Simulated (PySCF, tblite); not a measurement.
# B₇N₈H₂₄+: electronic excitations, NMR shifts

Wanted: electronic excitations, NMR shifts for B₇N₈H₂₄+.

Programs: tblite 0.8.0 and PySCF 2.14.0, with routines of our own; each step states its level. All values are computed. Atoms count from 0.

## (1) The starting structure

39 atoms, charge 1, multiplicity 1; geometry from: force field, distance geometry or constructed start.

## (2) Optimising the geometry with GFN2-xTB

What the job is given:

```
{"job": {"kind": "relax", "xc": "GFN2-xTB", "basis": "xTB"}, "charge": 1, "multiplicity": 1}
N     -2.551300    -0.414900     1.102200
B     -2.559400    -0.410500    -0.468500
N     -2.551000     1.060400    -0.982300
N      1.277400    -1.146600    -0.989500
N     -1.279100    -1.152200    -0.979900
N      2.552900    -0.413600     1.101200
B      2.556300    -0.411400    -0.464900
N      0.003400    -0.410400     1.105300
B      0.002700    -0.415200    -0.462000
B      1.275300    -1.151800     1.627200
B     -1.280200    -1.152200     1.623500
N      2.553700     1.060700    -0.983300
N     -0.003400     1.063400    -0.978300
B      1.280300     1.800000    -0.464300
B     -1.280300     1.805700    -0.461400
H     -3.407200    -0.902800     1.456800
H     -2.555800     0.569300     1.451400
H     -3.512600    -0.968100    -0.852600
H     -2.556800     1.064500    -2.020800
H     -3.402500     1.553900    -0.634000
H      1.275800    -1.147200    -2.021800
H      1.277200    -2.130000    -0.636900
H     -1.274700    -1.146400    -2.016700
H     -1.282300    -2.135800    -0.638200
H      3.405800    -0.900800     1.451400
H      2.550100     0.566500     1.453000
H      3.512200    -0.962400    -0.852300
H     -0.000600     0.568000     1.451700
H      1.278700    -1.150600     2.793600
H      1.279200    -2.253700     1.239000
H     -1.274500    -1.150400     2.794500
H     -1.280000    -2.252800     1.235800
H      2.555200     1.062800    -2.025200
H      3.407400     1.551700    -0.633000
H      0.001200     1.064500    -2.026600
H      1.278600     2.905900    -0.854500
H      1.277300     1.800700     0.704300
H     -1.277200     2.906200    -0.854200
H     -1.277000     1.796700     0.708300
```

The run is started by

```bash
$ OMP_NUM_THREADS=1 python large_run.py task.json out
```

The driver reads the jobs from task.json and runs them one after another.

Output:

```text
step      E/eV     max force
  0   -1204.75822    1.605
  1   -1205.11492    0.720
  2   -1205.27281    0.600
  3   -1205.37359    0.833
  4   -1205.45306    0.609
  5   -1205.49732    0.312
  6   -1205.53245    0.326
  7   -1205.56936    0.395
  8   -1205.60688    0.412
  9   -1205.63691    0.281
 10   -1205.65556    0.190
 11   -1205.66724    0.162
 12   -1205.67627    0.194
 13   -1205.68294    0.154
 14   -1205.68686    0.117
 15   -1205.68918    0.081
 16   -1205.69122    0.083
 17   -1205.69337    0.090
 18   -1205.69529    0.104
 19   -1205.69666    0.075
 20   -1205.69760    0.045
 21   -1205.69835    0.056
 22   -1205.69904    0.092
 23   -1205.69963    0.083
 24   -1205.70009    0.040
 25   -1205.70047    0.032
 26   -1205.70088    0.058
 27   -1205.70130    0.073
 28   -1205.70166    0.052
 29   -1205.70191    0.024
 30   -1205.70208    0.024
 31   -1205.70221    0.036
 32   -1205.70233    0.029
 33   -1205.70242    0.017
```

Run time: 1.1 s. Hardware: 1 thread of Arm Neoverse N1, shared host; peak memory 0.16 GiB.

Relaxation path:

| step | energy from step 0 (eV) | largest force (eV/Å) |
| --- | --- | --- |
| 0 | 0.0000 | 1.6048 |
| 1 | -0.3567 | 0.7196 |
| 2 | -0.5146 | 0.5998 |
| 3 | -0.6154 | 0.8330 |
| 4 | -0.6948 | 0.6084 |
| 5 | -0.7391 | 0.3124 |
| 6 | -0.7742 | 0.3262 |
| 7 | -0.8111 | 0.3950 |
| 8 | -0.8487 | 0.4125 |
| 9 | -0.8787 | 0.2799 |
| 11 | -0.9090 | 0.1623 |
| 13 | -0.9247 | 0.1541 |
| 15 | -0.9310 | 0.0813 |
| 17 | -0.9352 | 0.0901 |
| 19 | -0.9384 | 0.0750 |
| 21 | -0.9401 | 0.0560 |
| 23 | -0.9414 | 0.0833 |
| 25 | -0.9423 | 0.0325 |
| 27 | -0.9431 | 0.0733 |
| 29 | -0.9437 | 0.0247 |
| 30 | -0.9439 | 0.0242 |
| 31 | -0.9440 | 0.0354 |
| 32 | -0.9441 | 0.0283 |
| 33 | -0.9442 | 0.0166 |

Distances of close pairs at the start and the end, largest changes first:

| bond | before (Å) | after (Å) | change (Å) |
| --- | --- | --- | --- |
| N0–B10 | 1.559 | 1.611 | +0.051 |
| N11–B13 | 1.561 | 1.610 | +0.049 |
| N2–B14 | 1.563 | 1.611 | +0.048 |
| N5–B9 | 1.566 | 1.611 | +0.044 |
| N7–B8 | 1.567 | 1.524 | -0.043 |
| N12–H34 | 1.048 | 1.015 | -0.034 |
| N0–H15 | 1.047 | 1.013 | -0.034 |
| B8–N12 | 1.566 | 1.534 | -0.032 |

The next job starts from the end point, and lists it.

## (3) Electronic excitations: TDA CAM-B3LYP/6-31G*

What the job is given:

```
{"job": {"kind": "uv", "basis": "6-31G*", "grid": 1, "kgrid": 0, "vcut": 1.5, "nstates": 6, "ntriplets": 2, "tda": true, "delta": ["ip_vertical"], "pop": true, "xc": "CAM-B3LYP"}, "charge": 1, "multiplicity": 1}
N     -2.546768    -0.474779     1.046484
B     -2.615386    -0.435710    -0.501718
N     -2.558646     1.055280    -0.969928
N      1.271723    -1.105358    -1.014106
N     -1.272378    -1.105267    -1.013811
N      2.546719    -0.474480     1.045777
B      2.615004    -0.435857    -0.502411
N      0.000057    -0.550757     1.094737
B     -0.000152    -0.373808    -0.419045
B      1.289605    -1.252554     1.685337
B     -1.289515    -1.252538     1.685658
N      2.558183     1.054984    -0.970940
N     -0.000202     1.087934    -0.883906
B      1.289231     1.911535    -0.471413
B     -1.289236     1.911511    -0.470492
H     -3.372341    -0.893752     1.458741
H     -2.485635     0.475250     1.402085
H     -3.558091    -1.007967    -0.945651
H     -2.604041     1.110897    -1.983109
H     -3.376541     1.556647    -0.636885
H      1.271734    -1.185631    -2.026801
H      1.284591    -2.045217    -0.617917
H     -1.272626    -1.185587    -2.026516
H     -1.285001    -2.045087    -0.617497
H      3.372387    -0.892948     1.458350
H      2.485077     0.475547     1.401304
H      3.557526    -1.008524    -0.946208
H      0.000079     0.377328     1.502352
H      1.329076    -1.118171     2.859127
H      1.338211    -2.394552     1.351142
H     -1.328827    -1.118059     2.859402
H     -1.338158    -2.394578     1.351623
H      2.603479     1.110395    -1.984103
H      3.376173     1.556359    -0.638247
H     -0.000569     1.105686    -1.898277
H      1.301514     2.950151    -1.039986
H      1.347312     2.041274     0.706233
H     -1.301844     2.950341    -1.038654
H     -1.346874     2.040715     0.707233
```

Method: TDA CAM-B3LYP/6-31G*, vertical, gas phase, core orbitals frozen in the response, virtual orbitals cut by energy.

Output:

```text
start: PBE on a coarse grid of 28711 points
cycle   1  E = -625.7398554350  dE =  1.789e+00  |g| = 8.628e-01  |ddm| = 5.424e+00
cycle   2  E = -625.5799716578  dE =  1.599e-01  |g| = 1.217e+00  |ddm| = 2.491e+00
cycle   3  E = -625.9446280463  dE = -3.647e-01  |g| = 2.131e-01  |ddm| = 1.621e+00
cycle   4  E = -625.9555424343  dE = -1.091e-02  |g| = 5.501e-02  |ddm| = 2.942e-01
cycle   5  E = -625.9562453621  dE = -7.029e-04  |g| = 1.187e-02  |ddm| = 5.809e-02
cycle   6  E = -625.9562687347  dE = -2.337e-05  |g| = 6.437e-03  |ddm| = 1.569e-02
final grid: 121108 points
cycle   7  E = -626.3382540254  dE = -1.035e-02  |g| = 5.552e-02  |ddm| = 3.396e-01
cycle   8  E = -626.3386640438  dE = -4.100e-04  |g| = 4.025e-02  |ddm| = 8.599e-02
cycle   9  E = -626.3390061353  dE = -3.421e-04  |g| = 7.427e-03  |ddm| = 3.080e-02
cycle  10  E = -626.3390180978  dE = -1.196e-05  |g| = 3.251e-03  |ddm| = 9.732e-03
cycle  11  E = -626.3390177710  dE =  3.267e-07  |g| = 3.235e-04  |ddm| = 4.182e-03
cycle  12  E = -626.3390185693  dE = -7.983e-07  |g| = 1.093e-04  |ddm| = 5.030e-04
cycle  13  E = -626.3390185196  dE =  4.966e-08  |g| = 3.913e-05  |ddm| = 1.590e-04
converged SCF energy = -626.3390185196
Vertical ionisation energy (delta-SCF) = 13.4411 eV   <S^2> = 0.754

Static polarisability (au): isotropic 126.270, principal 114.597 131.596 132.617

Singlet excitations
state   eV       nm        f      main configurations
  1   8.2468    150.3   0.00395   H-3->L 0.81
  2   8.2666    150.0   0.00064   H-2->L 0.80
  3   8.3844    147.9   0.00076   H->L 0.70, H-4->L 0.14
  4   8.3998    147.6   0.00494   H-1->L 0.83
  5   8.6171    143.9   0.00578   H-4->L 0.69, H->L 0.12
  6   9.1310    135.8   0.04544   H-6->L 0.44, H-1->L+3 0.12, H-4->L+1 0.10

Triplet excitations (Tamm-Dancoff, eV): 8.0742 8.1266
```

It took 3.7 min on 1 thread of Arm Neoverse N1, shared host; peak memory 0.69 GiB.

The orbitals next to the gap, with their largest atomic shares:

| orbital | eV | atoms |
| --- | --- | --- |
| HOMO−4 | -13.43 | H26 9 %, H17 9 %, B6 8 % |
| HOMO−3 | -13.09 | B13 16 %, B14 16 %, H35 14 % |
| HOMO−2 | -12.99 | B14 21 %, B13 21 %, H37 14 % |
| HOMO−1 | -12.73 | B9 16 %, B10 16 %, H28 11 % |
| HOMO | -12.66 | B10 22 %, B9 22 %, H30 13 % |
| LUMO | -1.93 | H22 16 %, H20 16 %, H34 12 % |
| LUMO+1 | -0.84 | H18 12 %, H32 12 %, N2 9 % |
| LUMO+2 | -0.55 | N11 8 %, N2 8 %, H32 7 % |
| LUMO+3 | -0.27 | H16 7 %, H25 7 %, N0 6 % |

With each of the 6 states as a Gaussian band of 0.4 eV half-width at 1/e, the curve within the window shown has maxima at 136 nm (ε 1,900) L/(mol cm). Beyond the last state computed it falls off for lack of states. The curve at chosen wavelengths:

(nm, ε (L/mol/cm)): (131, 1052), (132, 1335), (133, 1588), (135, 1881), (136, 1890), (137, 1812), (138, 1670), (139, 1492), (141, 1134), (142, 989), (143, 876), (144, 792), (145, 730), (147, 637), (148, 593), (149, 545), (150, 492), (151, 435), (153, 317), (154, 261), (155, 210), (156, 165), (157, 126), (159, 69), (160, 49), (161, 34)

Further results of this job:

| property | computed |
| --- | --- |
| polarisability (Å³) | 18.71 |
| HOMO–LUMO gap (eV) | 10.73 |
| −ε(HOMO) (eV) | 12.66 |

## (4) NMR shifts: GIAO KT3/pcSseg-1

Settings changed since step 3:

```diff
@@ -1,2 +1,2 @@
-{"job": {"kind": "uv", "basis": "6-31G*", "grid": 1, "kgrid": 0, "vcut": 1.5, "nstates": 6, "ntriplets": 2, "tda": true, "delta": ["ip_vertical"], "pop": true, "xc": "CAM-B3LYP"}, "charge": 1, "multiplicity": 1}
+{"job": {"kind": "nmr", "xc": "KT3", "basis": "pcSseg-1", "pop": false}, "charge": 1, "multiplicity": 1}
 N     -2.546768    -0.474779     1.046484
```

Level: GIAO KT3/pcSseg-1 NMR shielding, non-relativistic, gas phase.

Output:

```text
start: PBE on a coarse grid of 28711 points
cycle   1  E = -625.4950534531  dE =  1.762e+00  |g| = 8.572e-01  |ddm| = 5.541e+00
cycle   2  E = -625.3206197222  dE =  1.744e-01  |g| = 1.236e+00  |ddm| = 2.608e+00
cycle   3  E = -625.6942309108  dE = -3.736e-01  |g| = 2.140e-01  |ddm| = 1.617e+00
cycle   4  E = -625.7047410422  dE = -1.051e-02  |g| = 5.848e-02  |ddm| = 3.625e-01
cycle   5  E = -625.7054997789  dE = -7.587e-04  |g| = 1.262e-02  |ddm| = 5.914e-02
cycle   6  E = -625.7055251736  dE = -2.539e-05  |g| = 6.845e-03  |ddm| = 1.879e-02
final grid: 255577 points
cycle   7  E = -636.4364001150  dE = -3.511e-02  |g| = 8.513e-02  |ddm| = 5.767e-01
cycle   8  E = -636.4348615880  dE =  1.539e-03  |g| = 1.226e-01  |ddm| = 1.521e-01
cycle   9  E = -636.4379185844  dE = -3.057e-03  |g| = 1.329e-02  |ddm| = 8.750e-02
cycle  10  E = -636.4379574145  dE = -3.883e-05  |g| = 4.450e-03  |ddm| = 2.280e-02
cycle  11  E = -636.4379616564  dE = -4.242e-06  |g| = 7.776e-04  |ddm| = 6.761e-03
cycle  12  E = -636.4379626720  dE = -1.016e-06  |g| = 3.929e-04  |ddm| = 1.122e-03
cycle  13  E = -636.4379615375  dE =  1.135e-06  |g| = 5.707e-05  |ddm| = 3.481e-04
converged SCF energy = -636.4379615375

GIAO shielding tensors (ppm)
atom      isotropic    diamagn.    paramagn.     s11        s22        s33       span
  0 N      219.747     321.519    -101.772    208.746    213.261    237.233     28.488
  1 B      111.336     192.847     -81.511    109.201    110.571    114.237      5.035
  2 N      208.634     321.644    -113.009    189.773    199.461    236.668     46.895
  3 N      201.421     326.339    -124.918    178.225    204.748    221.290     43.065
  4 N      201.409     326.344    -124.935    178.211    204.745    221.272     43.061
  5 N      219.752     321.524    -101.773    208.757    213.250    237.249     28.492
  6 B      111.336     192.847     -81.511    109.191    110.570    114.248      5.056
  7 N      222.433     329.354    -106.921    210.076    228.611    228.613     18.537
  8 B      108.273     195.419     -87.146    106.117    107.686    111.017      4.900
  9 B      116.869     195.809     -78.940    108.760    115.776    126.071     17.311
 10 B      116.875     195.803     -78.928    108.765    115.781    126.078     17.313
 11 N      208.664     321.633    -112.969    189.815    199.498    236.678     46.863
 12 N      204.844     326.604    -121.760    189.861    192.226    232.445     42.583
 13 B      118.712     198.027     -79.315    105.955    117.871    132.310     26.356
 14 B      118.708     198.029     -79.321    105.953    117.870    132.302     26.349
 15 H       29.157      27.938       1.219     22.015     23.919     41.538     19.523
 16 H       28.760      34.454      -5.694     23.903     26.507     35.871     11.968
 17 H       28.476      28.560      -0.084     25.890     25.955     33.585      7.694
 18 H       29.689      31.065      -1.376     24.702     25.367     38.999     14.297
 19 H       29.801      28.304       1.497     24.101     24.742     40.560     16.459
 20 H       30.781      36.246      -5.464     25.807     27.109     39.427     13.621
 21 H       27.670      35.893      -8.223     21.992     25.195     35.824     13.832
 22 H       30.780      36.245      -5.465     25.805     27.109     39.426     13.621
 23 H       27.671      35.893      -8.223     21.993     25.197     35.822     13.829
 24 H       29.158      27.940       1.218     22.016     23.918     41.541     19.525
 25 H       28.760      34.458      -5.698     23.902     26.507     35.870     11.968
 26 H       28.476      28.560      -0.084     25.891     25.953     33.585      7.694
 27 H       29.442      39.683     -10.241     25.664     26.026     36.636     10.972
 28 H       28.858      30.787      -1.929     24.109     29.256     33.208      9.099
 29 H       29.400      33.768      -4.368     25.715     29.154     33.330      7.616
 30 H       28.858      30.787      -1.928     24.110     29.258     33.208      9.098
 31 H       29.400      33.767      -4.367     25.714     29.155     33.331      7.617
 32 H       29.690      31.063      -1.373     24.701     25.365     39.002     14.301
 33 H       29.802      28.302       1.500     24.102     24.740     40.563     16.461
 34 H       31.350      39.113      -7.763     26.300     28.684     39.067     12.767
 35 H       29.117      31.952      -2.835     24.163     29.644     33.545      9.382
 36 H       29.426      36.048      -6.622     26.408     29.778     32.092      5.684
 37 H       29.117      31.954      -2.837     24.162     29.645     33.544      9.382
 38 H       29.426      36.052      -6.626     26.409     29.777     32.092      5.683
```

Run time: 83 s. Hardware: 1 thread of Arm Neoverse N1, shared host; peak memory 0.64 GiB.

The references, computed at this level on geometries of the same kind, shield at (ppm): ¹H TMS 31.76, ¹⁵N NH3 264.4, ¹¹B BF3·OEt2 100.0. Their shielding less the atom's gives the shift. The references are single molecules in the gas phase, so shifts against H2O, NH3, PH3, H3PO4 or CFCl3 are not on the usual liquid scales and can be off by tens of ppm. Atoms listed in one row are averaged.

| atoms | environment | σ (ppm) | δ (ppm) |
| --- | --- | --- | --- |
| H21, H23 | hydrogen on a nitrogen bonded to 2 B | 27.67 | 4.09 |
| H17, H26 | hydrogen on a boron bonded to 3 N | 28.48 | 3.28 |
| H16, H25 | hydrogen on a nitrogen bonded to 2 B | 28.76 | 3.00 |
| H28, H30 | hydrogen on a boron bonded to 2 N | 28.86 | 2.90 |
| H35, H37 | hydrogen on a boron bonded to 2 N | 29.12 | 2.64 |
| H15, H24 | hydrogen on a nitrogen bonded to 2 B | 29.16 | 2.60 |
| H29, H31 | hydrogen on a boron bonded to 2 N | 29.40 | 2.36 |
| H36, H38 | hydrogen on a boron bonded to 2 N | 29.43 | 2.33 |
| H27 | hydrogen on a nitrogen bonded to 3 B | 29.44 | 2.32 |
| H18, H32 | hydrogen on a nitrogen bonded to 2 B | 29.69 | 2.07 |
| H19, H33 | hydrogen on a nitrogen bonded to 2 B | 29.80 | 1.96 |
| H20, H22 | hydrogen on a nitrogen bonded to 2 B | 30.78 | 0.98 |
| H34 | hydrogen on a nitrogen bonded to 3 B | 31.35 | 0.41 |
| N3, N4 | nitrogen bonded to 2 B, 2 H | 201.4 | 63.0 |
| N12 | nitrogen bonded to 3 B, H | 204.8 | 59.6 |
| N2, N11 | nitrogen bonded to 2 B, 2 H | 208.6 | 55.7 |
| N0, N5 | nitrogen bonded to 2 B, 2 H | 219.7 | 44.6 |
| N7 | nitrogen bonded to 3 B, H | 222.4 | 42.0 |
| B8 | boron bonded to 4 N | 108.3 | -8.3 |
| B1, B6 | boron bonded to 3 N, H | 111.3 | -11.4 |
| B9, B10 | boron bonded to 2 N, 2 H | 116.9 | -16.9 |
| B13, B14 | boron bonded to 2 N, 2 H | 118.7 | -18.7 |

Ring of atoms N0, B1, N4, N7, B8, B10: NICS(0) -3.1, NICS(1) -2.9, NICS(1)zz 0.8 ppm (means of both faces).

Ring of atoms B1, N2, N4, B8, N12, B14: NICS(0) -2.3, NICS(1) -2.3, NICS(1)zz 2.5 ppm (means of both faces).

## (5) Summary of results

| quantity | value |
| --- | --- |
| lowest singlet (CAM-B3LYP/6-31G*) | 8.25 eV (150 nm), f = 0.004 |
| brightest single state of those computed | state 6, 9.13 eV, f = 0.045 |
| lowest triplet | 8.07 eV |
| ¹H shifts against TMS (KT3/pcSseg-1, means over atoms taken as alike) | 4.09, 3.28, 3.00, 2.90, 2.64, 2.60, 2.36, 2.33, 2.32, 2.07, 1.96, 0.98, 0.41 ppm |
| ¹⁵N shifts against NH3 (KT3/pcSseg-1, means over atoms taken as alike) | 63.0, 59.6, 55.7, 44.6, 42.0 ppm |
| ¹¹B shifts against BF3·OEt2 (KT3/pcSseg-1, means over atoms taken as alike) | -8.3, -11.4, -16.9, -18.7 ppm |

**Reading.** The first singlet state (HOMO−3→LUMO 0.81) lies at 8.25 eV and is weak; of the 6 states computed, the strongest absorption comes from state 6 at 9.13 eV (the last computed, so partners may be missing). The lowest triplet lies 0.17 eV below the lowest singlet. The basis of CAM-B3LYP/6-31G* has no diffuse functions, so Rydberg states are missing and the high states are unreliable. At KT3/pcSseg-1: The widest tensor belongs to N2, N11: span 47 ppm, with a paramagnetic part of -113 ppm.
